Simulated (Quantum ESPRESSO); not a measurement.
# Be4B2Se (I-4m2) in Quantum ESPRESSO: reference runs

How does Be4B2Se come out in PBE? The cell is run as given.

Everything below comes from runs of Quantum ESPRESSO 7.5. Logs are shortened: lines on timing, memory, paths and dates and some standing lists are left out, and cuts for length are marked.

### Step 1. Starting point

It takes space group I-4m2 (No. 119, tetragonal). Conventional cell: a = 4.774 Å, b = 4.774 Å, c = 6.124 Å, α = 90.00°, β = 90.00°, γ = 90.00°. Around Be (site symmetry 2mm) lie 1 Be at 1.51 Å and 1 Se at 1.55 Å. Around Be (site symmetry -4m2) lie 4 Be at 2.39 Å and 2 B at 2.45 Å. Around Be (site symmetry -4m2) lie 2 Be at 1.51 Å. Around B (site symmetry 2mm) lie 1 B at 1.22 Å. Around Se (site symmetry -4m2) lie 2 Be at 1.55 Å.

The cell was built by a generator and needn't be a form met in nature.

### Step 2. Single point, PBE

pw.in reads:

```
&CONTROL
  calculation = 'scf'
  prefix = 'pwscf'
  outdir = './tmp'
  pseudo_dir = './pseudo'
  tprnfor = .true.
  tstress = .true.
  disk_io = 'low'
/
&SYSTEM
  ibrav = 0
  nat = 7
  ntyp = 3
  ecutwfc = 55
  ecutrho = 440
  nbnd = 21
  occupations = 'smearing'
  smearing = 'fd'
  degauss = 0.00367493
/
&ELECTRONS
  conv_thr = 1.4d-09
  electron_maxstep = 120
  mixing_beta = 0.5
/
ATOMIC_SPECIES
Be     9.0122 be_pbe_v1.4.uspp.F.UPF
B     10.8100 b_pbe_v1.4.uspp.F.UPF
Se    78.9710 Se_pbe_v1.uspp.F.UPF
CELL_PARAMETERS angstrom
  -2.3870066900    2.3870066900    3.0619870700
   2.3870066900   -2.3870066900    3.0619870700
   2.3870066900    2.3870066900   -3.0619870700
ATOMIC_POSITIONS crystal
Be     0.5032392500    0.0032392500    0.5000000000
Be     0.9967607500    0.4967607500    0.5000000000
Be     0.5000000000    0.5000000000    0.0000000000
Be     0.7500000000    0.2500000000    0.5000000000
B      0.9007426300    0.9007426300    0.0000000000
B      0.0992573700    0.0992573700    0.0000000000
Se     0.2500000000    0.7500000000    0.5000000000
K_POINTS automatic
8 8 8 0 0 0
```

pp_density.in reads:

```
&INPUTPP
  prefix = 'pwscf'
  outdir = './tmp'
  filplot = 'density.dat'
  plot_num = 0
/
&PLOT
  nfile = 1
  filepp(1) = 'density.dat'
  iflag = 3
  output_format = 6
  fileout = 'density.cube'
/
```

pp_potential.in reads:

```
&INPUTPP
  prefix = 'pwscf'
  outdir = './tmp'
  filplot = 'potential.dat'
  plot_num = 11
/
&PLOT
  nfile = 1
  filepp(1) = 'potential.dat'
  iflag = 3
  output_format = 6
  fileout = 'potential.cube'
/
```

Potentials or basis: SSSP 1.3 efficiency PBE.

Launch:

```
> OMP_NUM_THREADS=1 pw.x -in pw.in > pw.out
> OMP_NUM_THREADS=1 pp.x -in pp_density.in > pp_density.out
> OMP_NUM_THREADS=1 pp.x -in pp_potential.in > pp_potential.out
```

pw.out:

```text
This program is part of the open-source Quantum ESPRESSO suite
     for quantum simulation of materials; please cite
[... 9 lines left out ...]
     --------------------
     sticks:   dense  smooth     PW     G-vecs:    dense   smooth      PW
     Sum        2581    1301    427                73431    25983    4927

     Using Slab Decomposition

     bravais-lattice index     =            0
     lattice parameter (alat)  =       8.6125  a.u.
     unit-cell volume          =     470.9418 (a.u.)^3
     number of atoms/cell      =            7
     number of atomic types    =            3
     number of electrons       =        28.00
     number of Kohn-Sham states=           21
     kinetic-energy cutoff     =      55.0000  Ry
     charge density cutoff     =     440.0000  Ry
     scf convergence threshold =      1.4E-09
     mixing beta               =       0.5000
     number of iterations used =            8  plain     mixing
     Exchange-correlation= SLA  PW   PBE  PBE
                           (   1   4   3   4   0   0   0)

     celldm(1)=   8.612543  celldm(2)=   0.000000  celldm(3)=   0.000000
     celldm(4)=   0.000000  celldm(5)=   0.000000  celldm(6)=   0.000000

     crystal axes: (cart. coord. in units of alat)
               a(1) = (  -0.523746   0.523746   0.671848 )
               a(2) = (   0.523746  -0.523746   0.671848 )
               a(3) = (   0.523746   0.523746  -0.671848 )

     reciprocal axes: (cart. coord. in units 2 pi/alat)
               b(1) = (  0.000000  0.954660  0.744216 )
               b(2) = (  0.954660  0.000000  0.744216 )
               b(3) = (  0.954660  0.954660  0.000000 )

     PseudoPot. # 1 for Be read from file:
     be_pbe_v1.4.uspp.F.UPF
     Pseudo is Ultrasoft, Zval =  4.0
     Generated by new atomic code, or converted to UPF format
     Using radial grid of  769 points,  6 beta functions with:
                l(1) =   0
                l(2) =   0
                l(3) =   0
                l(4) =   1
                l(5) =   1
                l(6) =   2
     Q(r) pseudized with 10 coefficients,  rinner =    1.000   1.000   1.000
                                                       1.000   1.000

     PseudoPot. # 2 for B  read from file:
     b_pbe_v1.4.uspp.F.UPF
     Pseudo is Ultrasoft + core correction, Zval =  3.0
     Generated by new atomic code, or converted to UPF format
     Using radial grid of  781 points,  4 beta functions with:
                l(1) =   0
                l(2) =   0
                l(3) =   1
                l(4) =   1
     Q(r) pseudized with  8 coefficients,  rinner =    1.100   1.100   1.100

     PseudoPot. # 3 for Se read from file:
     Se_pbe_v1.uspp.F.UPF
     Pseudo is Ultrasoft + core correction, Zval =  6.0
     Generated by new atomic code, or converted to UPF format
     Using radial grid of  877 points,  6 beta functions with:
                l(1) =   0
                l(2) =   0
                l(3) =   1
                l(4) =   1
                l(5) =   2
                l(6) =   2
     Q(r) pseudized with  8 coefficients,  rinner =    1.300   1.300   1.300
                                                       1.300   1.300

     atomic species   valence    mass     pseudopotential
     Be                4.00     9.01220     Be( 1.00)
     B                 3.00    10.81000     B ( 1.00)
     Se                6.00    78.97100     Se( 1.00)

      8 Sym. Ops. (no inversion) found

   Cartesian axes

     site n.     atom                  positions (alat units)
         1        Be     tau(   1) = (   0.0000000   0.5237465   0.0043526  )
         2        Be     tau(   2) = (   0.0000000   0.5237465   0.6674951  )
         3        Be     tau(   3) = (   0.0000000   0.0000000   0.6718477  )
         4        Be     tau(   4) = (   0.0000000   0.5237465   0.3359238  )
         5        B      tau(   5) = (  -0.0000000  -0.0000000   1.2103237  )
         6        B      tau(   6) = (  -0.0000000  -0.0000000   0.1333717  )
         7        Se     tau(   7) = (   0.5237465   0.0000000   0.3359238  )

     number of k points=    59  Fermi-Dirac smearing, width (Ry)=  0.0037
                       cart. coord. in units 2pi/alat
        k(    1) = (   0.0000000   0.0000000   0.0000000), wk =   0.0039062
        k(    2) = (   0.1193325   0.1193325   0.0000000), wk =   0.0156250
        k(    3) = (   0.2386651   0.2386651   0.0000000), wk =   0.0156250
        k(    4) = (   0.3579976   0.3579976   0.0000000), wk =   0.0156250
        k(    5) = (  -0.4773302  -0.4773302   0.0000000), wk =   0.0078125
        k(    6) = (   0.1193325   0.0000000   0.0930270), wk =   0.0312500
[... 51 lines left out ...]
        k(   58) = (  -0.8353278  -0.1193325   0.0000000), wk =   0.0156250
        k(   59) = (  -0.9546604  -0.9546604  -0.7442163), wk =   0.0039062

     Dense  grid:    73431 G-vectors     FFT dimensions: (  60,  60,  60)

     Smooth grid:    25983 G-vectors     FFT dimensions: (  45,  45,  45)

     Initial potential from superposition of free atoms

     starting charge      27.9987, renormalised to      28.0000
     Starting wfcs are   32 randomized atomic wfcs

     Self-consistent Calculation

     iteration #  1     ecut=    55.00 Ry     beta= 0.50
     Davidson diagonalization with overlap
     ethr =  1.00E-02,  avg # of iterations =  2.2

     total energy              =    -167.64962294 Ry
     estimated scf accuracy    <       1.01655439 Ry

     iteration #  2     ecut=    55.00 Ry     beta= 0.50
     Davidson diagonalization with overlap
     ethr =  3.63E-03,  avg # of iterations =  2.0
[... 50 lines left out ...]
     total energy              =    -167.88225455 Ry
     estimated scf accuracy    <          2.1E-09 Ry

     iteration # 10     ecut=    55.00 Ry     beta= 0.50
     Davidson diagonalization with overlap
     ethr =  7.34E-12,  avg # of iterations =  3.0

     End of self-consistent calculation

          k = 0.0000 0.0000 0.0000 (  3213 PWs)   bands (ev):

   -93.2039 -91.6892 -91.6123 -91.3573  -8.2421  -1.2975   1.4062   2.5076
     2.5076   3.2999   4.5079   4.5079   4.8639   6.9474   6.9474   6.9778
     9.3395  11.1143  12.2349  13.4677  13.4677

          k = 0.1193 0.1193 0.0000 (  3245 PWs)   bands (ev):

   -93.2039 -91.6892 -91.6123 -91.3573  -8.1807  -1.5469   1.1923   2.3653
     2.5334   2.9223   4.3667   5.2200   5.3069   6.4335   7.3413   7.5799
     9.5934  11.3515  12.7387  13.0348  13.1649
[... 7 lines left out ...]
          k = 0.3580 0.3580 0.0000 (  3233 PWs)   bands (ev):

   -93.2039 -91.6892 -91.6123 -91.3573  -7.8483  -2.5115   0.5012   1.5677
     1.7084   2.3984   5.1358   6.2467   6.8471   8.4015   8.7479   9.3723
    10.5684  11.2935  11.5537  12.4613  13.6537

          k =-0.4773-0.4773 0.0000 (  3236 PWs)   bands (ev):

   -93.2039 -91.6892 -91.6123 -91.3573  -7.7702  -2.6885   0.3925   1.4276
     1.6154   2.1628   5.3428   6.7974   7.6412   8.1030   8.6954   9.1640
    11.4452  12.0078  12.2316  12.9119  13.6111

          k = 0.1193 0.0000 0.0930 (  3239 PWs)   bands (ev):

   -93.2039 -91.6901 -91.6112 -91.3576  -8.1943  -1.4841   1.3314   2.3112
     2.3231   3.2010   4.5858   4.6092   5.2252   6.9551   7.1282   7.4020
     9.5052  11.3626  12.7384  12.8581  13.4796
[... 73 lines left out ...]
          k =-0.4773-0.0000-0.3721 (  3254 PWs)   bands (ev):

   -93.2039 -91.6946 -91.6051 -91.3591  -7.8785  -2.4804   0.6852   1.3767
     1.6415   4.3334   4.5681   5.0757   5.4090   7.9974   8.9689   9.2741
    10.0827  11.6084  12.0715  13.6195  14.4092

          k =-0.3580 0.1193-0.3721 (  3250 PWs)   bands (ev):

   -93.2039 -91.6946 -91.6051 -91.3591  -7.8809  -2.4089   0.3244   1.3865
     1.9997   3.8787   4.6628   5.2194   6.0153   7.2364   8.6085   9.7410
    10.6689  11.5532  12.1547  13.7141  14.2302

          k =-0.2387 0.2387-0.3721 (  3245 PWs)   bands (ev):

   -93.2039 -91.6946 -91.6051 -91.3591  -7.8833  -2.3296   0.0607   1.3754
     2.2686   3.9248   4.1644   5.8080   6.2959   6.7937   8.3340   9.7074
    11.2319  11.5297  12.6801  13.4344  13.8426

          k = 0.2387 0.2387 0.1861 (  3248 PWs)   bands (ev):

   -93.2039 -91.6920 -91.6086 -91.3582  -7.9821  -2.1501   0.6365   1.2947
     2.6811   3.2079   4.1782   5.6541   6.3684   6.7473   8.5785   9.1799
     9.9827  11.3545  12.0466  12.5613  14.3313
[... 67 lines left out ...]
          k =-0.8353-0.2387-0.2791 (  3253 PWs)   bands (ev):

   -93.2039 -91.6938 -91.6061 -91.3589  -7.8546  -2.3489   0.1191   1.1521
     2.1386   3.7539   4.5270   5.6147   6.2133   6.7022   8.6072  10.1818
    10.9780  11.9348  12.4180  13.8598  14.0932

          k = 0.0000 0.4773-0.1861 (  3257 PWs)   bands (ev):

   -93.2039 -91.6920 -91.6086 -91.3582  -7.8825  -2.4065   0.3099   1.5306
     1.8078   4.2072   4.8503   4.8540   5.9068   7.7243   8.4416   9.1349
     9.6663  11.7863  13.1486  13.9730  14.1803

          k =-0.8353-0.3580-0.1861 (  3250 PWs)   bands (ev):

   -93.2039 -91.6920 -91.6086 -91.3582  -7.8128  -2.4733  -0.0405   1.0884
     2.1567   3.9837   4.7837   5.5628   6.3980   6.7829   8.5483   9.5844
    10.7793  12.3694  13.0012  13.5709  14.4519

          k =-0.7160-0.2387-0.1861 (  3232 PWs)   bands (ev):

   -93.2039 -91.6920 -91.6086 -91.3582  -7.7842  -2.4716  -0.2091   0.8934
     2.3359   4.1537   4.4631   5.8375   6.0071   7.5086   8.1317  10.0600
    11.3810  12.3078  12.7549  13.5956  14.3268

          k = 0.0000 0.3580-0.0930 (  3243 PWs)   bands (ev):

   -93.2039 -91.6900 -91.6112 -91.3576  -7.9978  -2.1165   0.5632   1.8534
     1.9830   3.9111   4.5159   4.9560   5.8343   7.1838   8.2146   8.8275
     9.6088  10.7560  12.9220  13.6435  14.5708

          k = 0.1193 0.4773-0.0930 (  3246 PWs)   bands (ev):

   -93.2039 -91.6900 -91.6112 -91.3576  -7.8691  -2.3889   0.1245   1.2538
     2.2100   3.9206   4.5205   5.4193   6.5712   7.5375   7.8481   9.4006
     9.9317  11.6597  13.3540  13.8470  14.0559

          k =-0.7160-0.3580-0.0930 (  3236 PWs)   bands (ev):

   -93.2039 -91.6900 -91.6112 -91.3576  -7.7732  -2.5430  -0.1225   0.8116
     2.2963   3.9076   4.8162   5.5923   6.3954   7.7948   8.5458   9.4499
    11.3903  12.2137  12.9009  13.3041  13.9823
[... 13 lines left out ...]
          k = 0.2387 0.4773 0.0000 (  3247 PWs)   bands (ev):

   -93.2039 -91.6892 -91.6123 -91.3573  -7.8298  -2.4954   0.1910   1.0761
     2.1539   3.2467   4.9102   5.6164   7.1568   7.8204   8.3128   9.4200
    10.4276  11.7559  12.4899  13.3342  13.8102

          k =-0.5967-0.3580 0.0000 (  3222 PWs)   bands (ev):

   -93.2039 -91.6892 -91.6123 -91.3573  -7.7619  -2.6306   0.0858   0.8536
     2.0829   3.1262   5.3971   5.7867   6.7122   8.2682   8.9484   9.2990
    11.5676  12.2123  12.3120  13.0326  13.8203

          k = 0.4773 0.4773 0.3721 (  3248 PWs)   bands (ev):

   -93.2039 -91.6946 -91.6051 -91.3591  -7.7668  -2.5715   0.0737   0.1960
     3.2564   3.2820   4.2915   6.8840   7.7041   7.7663   8.2044   8.7418
    10.6839  11.8903  12.8050  13.3364  13.4943
[... 19 lines left out ...]
          k =-0.8353-0.1193-0.1861 (  3252 PWs)   bands (ev):

   -93.2039 -91.6920 -91.6086 -91.3582  -7.7986  -2.3731   0.1823   0.6744
     2.1651   3.0782   4.8720   6.0185   6.4381   7.1663   8.4946  10.0597
    10.5666  12.4830  12.9032  13.8529  14.7956

          k = 0.0000 0.5967-0.0930 (  3254 PWs)   bands (ev):

   -93.2039 -91.6900 -91.6112 -91.3576  -7.8021  -2.4493  -0.1365   1.0724
     2.0898   3.9035   5.2039   5.9106   6.2044   6.5718   8.0407   9.2517
    10.8653  12.5531  13.7784  13.8734  14.4144

          k =-0.8353-0.2387-0.0930 (  3252 PWs)   bands (ev):

   -93.2039 -91.6900 -91.6112 -91.3576  -7.7554  -2.4704  -0.1372   0.5900
     2.3537   3.6408   4.9839   5.7571   6.2992   7.4276   8.5036   9.1699
    11.0466  12.6483  13.4714  14.1235  14.5621
[... 7 lines left out ...]
          k = 0.1193 0.5967 0.0000 (  3259 PWs)   bands (ev):

   -93.2039 -91.6892 -91.6123 -91.3573  -7.7859  -2.4713  -0.1659   0.8157
     2.3777   3.9825   4.8276   5.8086   6.2608   7.2441   7.9907   9.2614
    11.0432  12.4676  13.6123  13.8993  14.2733

          k =-0.7160-0.2387 0.0000 (  3244 PWs)   bands (ev):

   -93.2039 -91.6892 -91.6123 -91.3573  -7.7432  -2.5225  -0.1503   0.4274
     2.5723   4.1205   4.8613   5.1862   6.1400   8.3098   8.5666   9.0131
    11.2979  12.7747  12.7819  13.8519  14.3915

          k = 0.0000 0.0000 0.5582 (  3258 PWs)   bands (ev):

   -93.2039 -91.6920 -91.6086 -91.3582  -7.8053  -2.3343   0.6339   0.6339
     1.6549   2.6121   5.0398   6.4930   6.4930   7.1364   8.7482  10.0756
    10.0756  12.9318  12.9318  13.1232  14.4442
[... 7 lines left out ...]
          k = 0.0000 0.7160 0.0000 (  3256 PWs)   bands (ev):

   -93.2039 -91.6892 -91.6123 -91.3573  -7.7434  -2.4713  -0.1836   0.7064
     2.0517   3.5099   5.1666   6.0743   6.9021   6.9850   8.1017   8.8837
    11.0106  12.7719  14.2129  14.3136  14.6651

          k =-0.8353-0.1193 0.0000 (  3268 PWs)   bands (ev):

   -93.2039 -91.6892 -91.6123 -91.3573  -7.7263  -2.4792   0.0718   0.3608
     2.1598   3.0139   4.9730   6.5285   6.6977   8.0662   8.1852   8.7947
    10.1318  13.3617  13.9842  14.6146  14.7084

          k =-0.9547-0.9547-0.7442 (  3282 PWs)   bands (ev):

   -93.2039 -91.6892 -91.6124 -91.3573  -7.7198  -2.4827   0.4277   0.4277
     1.6070   2.5162   5.0112   7.3758   7.5521   7.5521   8.6242   8.7994
     8.7994  13.8012  14.5114  14.5114  15.2262

     the Fermi energy is     7.8785 ev

!    total energy              =    -167.88225455 Ry
     estimated scf accuracy    <          2.6E-11 Ry
     smearing contrib. (-TS)   =      -0.00157270 Ry
     internal energy E=F+TS    =    -167.88068185 Ry

     The total energy is F=E-TS. E is the sum of the following terms:
     one-electron contribution =     -64.31714681 Ry
     hartree contribution      =      26.11526418 Ry
     xc contribution           =     -56.49221902 Ry
     ewald contribution        =     -73.18658020 Ry

     convergence has been achieved in  10 iterations

     Forces acting on atoms (cartesian axes, Ry/au):

     atom    1 type  1   force =    -0.00000000   -0.00000000    0.31512248
     atom    2 type  1   force =     0.00000000    0.00000000   -0.31512248
     atom    3 type  1   force =     0.00000000    0.00000000   -0.00000000
     atom    4 type  1   force =     0.00000000   -0.00000000    0.00000000
     atom    5 type  2   force =     0.00000000   -0.00000000   -0.88692134
     atom    6 type  2   force =    -0.00000000   -0.00000000    0.88692134
     atom    7 type  3   force =     0.00000000    0.00000000   -0.00000000

     Total force =     1.331114     Total SCF correction =     0.000001

     Computing stress (Cartesian axis) and pressure

          total   stress  (Ry/bohr**3)                   (kbar)     P=      699.20
  -0.00079341  -0.00000000   0.00000000         -116.71       -0.00        0.00
  -0.00000000  -0.00079341   0.00000000           -0.00     -116.71        0.00
   0.00000000   0.00000000   0.01584598            0.00        0.00     2331.02

=------------------------------------------------------------------------------=
   JOB DONE.
=------------------------------------------------------------------------------=
```

It took 2.3 min on 1 thread of Intel Xeon Platinum 8259CL at 2.50GHz (Skylake/Cascade Lake), shared host; peak memory 0.36 GiB.

What came out:

| Item | Value |
| --- | --- |
| Free energy | -2284.1544 eV |
| Pressure | 69.9 GPa |
| Largest force | 22.804 eV/Å |
| Band gap on the k mesh | none (metal or under the smearing width) |

Forces on the atoms (eV/Å):
```
Be    0.000   0.000   8.102
Be    0.000   0.000  -8.102
Be    0.000   0.000   0.000
Be    0.000   0.000   0.000
B     0.000   0.000 -22.804
B     0.000   0.000  22.804
Se    0.000   0.000   0.000
```

Caveat: a pressure of tens of GPa on the cell as given is suspect, and the run, the potentials or the cell itself is likely at fault; forces of over 1 eV/Å show positions far from the minimum, so gaps and moduli don't describe the material at rest.
